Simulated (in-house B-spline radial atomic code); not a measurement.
# Zr⁴⁺: excited configurations in jj coupling

Wanted: excitation energies of Zr⁴⁺ as differences of total energies (ΔSCF).

Program: in-house B-spline radial atomic code version 1. Level of theory: Dirac-Hartree-Fock, average of configuration, Fermi nucleus, basis-set limit. These are calculated values, not measurements, unless marked.

## (1) The system

| Item | Value |
| --- | --- |
| element | zirconium (Z = 40) |
| charge | +4 |
| electrons | 36 |
| configuration | 1s2 2s2 2p6 3s2 3p6 3d10 4s2 4p6 |
| Hamiltonian | Dirac-Coulomb |
| nucleus | Fermi, rms radius 4.269 fm |

Settings, as recorded:

```ini
Z = 40
electrons = 36.0
configuration = 1s2 2s2 2p6 3s2 3p6 3d10 4s2 4p6
hamiltonian = dirac
method = hf
spin_polarised = False
nucleus = fermi
rms_radius = 4.2694
mass_number = 90
atomic_mass = 89.904698755
speed_of_light = 137.035999084
```

This reference run was done before. Its total energy is -3594.424549 hartree, and its levels are (the highest eight at most):

```tsv
orbital	occupation	energy (eV)	<r> (bohr)
3s1/2	2	-497.04	0.4551
3p1/2	2	-410.98	0.4525
3p3/2	4	-396.65	0.4624
3d3/2	4	-245.40	0.4488
3d5/2	6	-242.81	0.4522
4s1/2	2	-109.05	1.198
4p1/2	2	-81.980	1.306
4p3/2	4	-79.963	1.330
```

## (2) 1s2 2s2 2p6 3s2 3p6 3d10 4s2 4p-2 4p+3 8f+1

In configurations, a minus sign after the shell means j = l − 1/2 and a plus sign j = l + 1/2; the count of electrons follows.

Settings, as recorded:

```ini
Z = 40
electrons = 36.0
configuration = 1s2 2s2 2p6 3s2 3p6 3d10 4s2 4p-2 4p+3 8f+1
hamiltonian = dirac
method = hf
spin_polarised = False
nucleus = fermi
rms_radius = 4.2694
mass_number = 90
atomic_mass = 89.904698755
speed_of_light = 137.035999084
```

## (3) Configuration 1s2 2s2 2p6 3s2 3p6 3d-3 3d+6 4s2 4p6 5f-1

Settings: those of step 2 with these lines changed.

```diff
@@ -2,3 +2,3 @@
 electrons = 36.0
-configuration = 1s2 2s2 2p6 3s2 3p6 3d10 4s2 4p-2 4p+3 8f+1
+configuration = 1s2 2s2 2p6 3s2 3p6 3d-3 3d+6 4s2 4p6 5f-1
 hamiltonian = dirac
```

## (4) 1s2 2s2 2p6 3s2 3p6 3d10 4s2 4p-2 4p+3 7g-1

Settings: those of step 3 with these lines changed.

```diff
@@ -2,3 +2,3 @@
 electrons = 36.0
-configuration = 1s2 2s2 2p6 3s2 3p6 3d-3 3d+6 4s2 4p6 5f-1
+configuration = 1s2 2s2 2p6 3s2 3p6 3d10 4s2 4p-2 4p+3 7g-1
 hamiltonian = dirac
```

## (5) Run with 1s2 2s2 2p6 3s2 3p6 3d10 4s2 4p-2 4p+3 7d+1

Settings: those of step 4 with these lines changed.

```diff
@@ -2,3 +2,3 @@
 electrons = 36.0
-configuration = 1s2 2s2 2p6 3s2 3p6 3d10 4s2 4p-2 4p+3 7g-1
+configuration = 1s2 2s2 2p6 3s2 3p6 3d10 4s2 4p-2 4p+3 7d+1
 hamiltonian = dirac
```

## (6) Configuration 1s2 2s2 2p6 3s2 3p6 3d10 4s1 4p6 4d-1

Settings: those of step 5 with these lines changed.

```diff
@@ -2,3 +2,3 @@
 electrons = 36.0
-configuration = 1s2 2s2 2p6 3s2 3p6 3d10 4s2 4p-2 4p+3 7d+1
+configuration = 1s2 2s2 2p6 3s2 3p6 3d10 4s1 4p6 4d-1
 hamiltonian = dirac
```

## (7) 1s2 2s2 2p6 3s2 3p6 3d10 4s2 4p-1 4p+4 6s1

Settings: those of step 6 with these lines changed.

```diff
@@ -2,3 +2,3 @@
 electrons = 36.0
-configuration = 1s2 2s2 2p6 3s2 3p6 3d10 4s1 4p6 4d-1
+configuration = 1s2 2s2 2p6 3s2 3p6 3d10 4s2 4p-1 4p+4 6s1
 hamiltonian = dirac
```

## (8) Run with 1s2 2s2 2p6 3s2 3p-1 3p+4 3d10 4s2 4p6 4d+1

Settings: those of step 7 with these lines changed.

```diff
@@ -2,3 +2,3 @@
 electrons = 36.0
-configuration = 1s2 2s2 2p6 3s2 3p6 3d10 4s2 4p-1 4p+4 6s1
+configuration = 1s2 2s2 2p6 3s2 3p-1 3p+4 3d10 4s2 4p6 4d+1
 hamiltonian = dirac
```

**Question.** How far above the reference does each configuration lie (order and size, in eV)?

**Answer**, as computed:

| net move | configuration | energy above the reference (eV) | with Breit, QED, recoil (eV) | largest <r> (bohr) |
| --- | --- | --- | --- | --- |
| 4p1/2 → 6s | 1s2 2s2 2p6 3s2 3p6 3d10 4s2 4p-1 4p+4 6s1 | 59.782 | 59.737 | 4.83 |
| 4s → 4d3/2 | 1s2 2s2 2p6 3s2 3p6 3d10 4s1 4p6 4d-1 | 60.336 | 60.249 | 1.68 |
| 4p3/2 → 7d5/2 | 1s2 2s2 2p6 3s2 3p6 3d10 4s2 4p-2 4p+3 7d+1 | 69.348 | 69.324 | 9.80 |
| 4p3/2 → 7g7/2 | 1s2 2s2 2p6 3s2 3p6 3d10 4s2 4p-2 4p+3 7g-1 | 72.261 | 72.238 | 12.6 |
| 4p3/2 → 8f7/2 | 1s2 2s2 2p6 3s2 3p6 3d10 4s2 4p-2 4p+3 8f+1 | 73.639 | 73.615 | 17.0 |
| 3d3/2 → 5f5/2 | 1s2 2s2 2p6 3s2 3p6 3d-3 3d+6 4s2 4p6 5f-1 | 222.70 | 222.64 | 5.60 |
| 3p1/2 → 4d5/2 | 1s2 2s2 2p6 3s2 3p-1 3p+4 3d10 4s2 4p6 4d+1 | 354.12 | 353.59 | 1.62 |

**Reading.** The lowest of them is 4p1/2 → 6s at 59.782 eV and the highest 3p1/2 → 4d5/2 at 354.12 eV. 2 of them lie more than 2 % above the ionisation threshold that Koopmans' theorem gives (79.963 eV), where such states can decay by emitting an electron. These are averages over configurations, without correlation, not spectroscopic levels.
